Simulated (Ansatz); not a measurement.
# CH4BFN2S: the cost of one run

Program: Ansatz 0.2.0. Level of theory: RKS PBE0/def2-SVP. These are calculated values, not measurements.

1 further run of the same task is left out (it didn't finish).

**1. The system as given**

Bond lengths: N1–B2 1.552 Å, B2–N3 1.576 Å, B2–C4 1.560 Å, N3–C4 1.417 Å, C4–F5 1.450 Å, C4–S6 1.755 Å, N1–H7 1.058 Å, N1–H8 0.997 Å, N3–H9 1.032 Å, S6–H10 1.401 Å. Angles (14 of 16 angles, heavy atoms first): N1–B2–N3 150.0°, N1–B2–C4 152.7°, N3–B2–C4 53.7°, B2–N3–C4 62.6°, B2–C4–N3 63.7°, B2–C4–F5 113.3°, B2–C4–S6 121.1°, N3–C4–F5 109.2°, N3–C4–S6 117.6°, F5–C4–S6 119.1°, B2–N1–H7 102.1°, B2–N1–H8 105.8°, B2–N3–H9 109.5°, C4–N3–H9 116.9°.

Coordinates:

```xyz
10

N     0.0293   -2.1941   -0.1704
B     0.1715   -0.6668    0.0691
N     0.0028    0.5886    1.0066
C     0.0852    0.8222   -0.3883
F    -1.2241    1.1940   -0.8880
S     1.4995    1.6704   -0.9893
H    -1.0201   -2.3273   -0.1355
H     0.4505   -2.6333    0.6197
H    -0.9410    0.5812    1.4247
H     1.0297    2.9141   -0.5458
```

**2. End point A**

Input file input.yaml:

```yaml
crystal:
  periodic: [false, false, false]
  atoms:
    - { symbol: "N", position_ang: [0.0293, -2.1941, -0.1704] }
    - { symbol: B, position_ang: [0.1715, -0.6668, 0.0691] }
    - { symbol: "N", position_ang: [0.0028, 0.5886, 1.0066] }
    - { symbol: C, position_ang: [0.0852, 0.8222, -0.3883] }
    - { symbol: F, position_ang: [-1.2241, 1.194, -0.888] }
    - { symbol: S, position_ang: [1.4995, 1.6704, -0.9893] }
    - { symbol: H, position_ang: [-1.0201, -2.3273, -0.1355] }
    - { symbol: H, position_ang: [0.4505, -2.6333, 0.6197] }
    - { symbol: H, position_ang: [-0.941, 0.5812, 1.4247] }
    - { symbol: H, position_ang: [1.0297, 2.9141, -0.5458] }
basis:
  gaussian: { orbitals: def2-SVP }
hamiltonian:
  xc: pbe0
relax:
  f_tol: 0.015
  max_steps: 40
output:
  orbitals: {}
```

Run with:

```bash
$ ansatz run input.yaml --threads 2 --pin off --max-ram 3072MiB --backend cpu --events-out ev --progress --plain --runs-dir out
```

**Question.** How long does this run take on 2 threads of Intel Xeon 6975P-C (Granite Rapids), shared host, and how much memory does it need?

About 39 s, with a peak of 0.26 GiB.
